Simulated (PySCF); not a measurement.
# InPb+: from the state search to spectroscopic constants

What are the lowest state that PBE0 finds, the bond length, vibrational wavenumber and bond energy of InPb+, and how much do these hang on the method?

Program: PySCF 2.14.0. Level of theory: In cc-pVDZ-PP with ECP28, Pb cc-pVDZ-PP with ECP60, scalar-relativistic core potentials. These are calculated values, not measurements.

## (1) The job

Settings of the job:

```yaml
atoms: In, Pb
charge: 1
basis: In cc-pVDZ-PP with ECP28, Pb cc-pVDZ-PP with ECP60
Hamiltonian: scalar-relativistic core potentials
basis_functions: 46
electrons_treated: 42
masses_in_u: 114.9039, 207.9766
levels: PBE0, PBE, r²SCAN, TPSS, M06, PBEsol, HF, MP2, SCS-MP2, CCSD, CCSD(T)
grid: 80 radial by 434 angular points
occupations: held fixed by the projection of orbital angular momentum
dissociation_limit: In+ + Pb, each in its ground configuration
starting_distance_in_angstrom: 2.885
values_of_2S_to_try: 0, 2
```

On the command line:

```bash
$ OMP_NUM_THREADS=1 python dia.py task.json out
```

After this run come: First curve: PBE0; Higher solutions at PBE0; PBE; r²SCAN (meta-GGA); TPSS (meta-GGA); M06; PBEsol (GGA); UHF; Correlated methods on the Hartree–Fock reference.

Before running it: what results should come out? Wanted: for each run, Re; ωe; De; μ.

The runs gave:

Lowest PBE0 solution found, without spin–orbit coupling: ³Π (triplet), unpaired electrons σ ↑, π ↑. State 2 has its PBE0 minimum 0.22 eV higher, as a spin-mixed determinant (⟨S²⟩ = 1.01), so this is no gap between pure states. State 3 has its PBE0 minimum 0.41 eV higher. State 4 has its PBE0 minimum 0.54 eV higher. The other levels ran on the lowest alone.

```csv
level,Re (Å),ωe (cm⁻¹),De (eV),μ (D)
UHF,3.515,60.7,0.58,-4.63
UHF-MP2,3.373,69.5,0.76,n/a
UHF-SCS-MP2,3.417,66.2,0.70,n/a
UHF-CCSD,3.395,69.7,0.75,n/a
UHF-CCSD(T),3.375,71.4,0.79,n/a
PBE,3.340,72.1,1.14,-2.95
PBEsol,3.263,77.8,1.22,-2.76
TPSS,3.321,72.1,1.10,-3.00
r²SCAN,3.298,75.3,1.09,-3.04
PBE0,3.312,74.1,1.03,-3.26
M06,3.303,80.9,1.24,-2.64
```

De is counted to In+ + Pb in their ground configurations. A positive dipole points from In to Pb; in an ion it is taken about the centre of mass and does not tell which atom is negative.

In words: Bond lengths run from 3.263 Å (PBEsol) to 3.515 Å (UHF). CCSD(T) can't serve as the judge here: for a weak bond in this basis it is far from its limit. Among the levels with a De in the table, it runs from 0.58 eV (UHF) to 1.24 eV (M06).

Correlated steps freeze 8 core orbitals. Spin–orbit coupling is left out, which matters for elements this heavy, above all for dissociation energies. With spin–orbit coupling the term label itself may not hold.
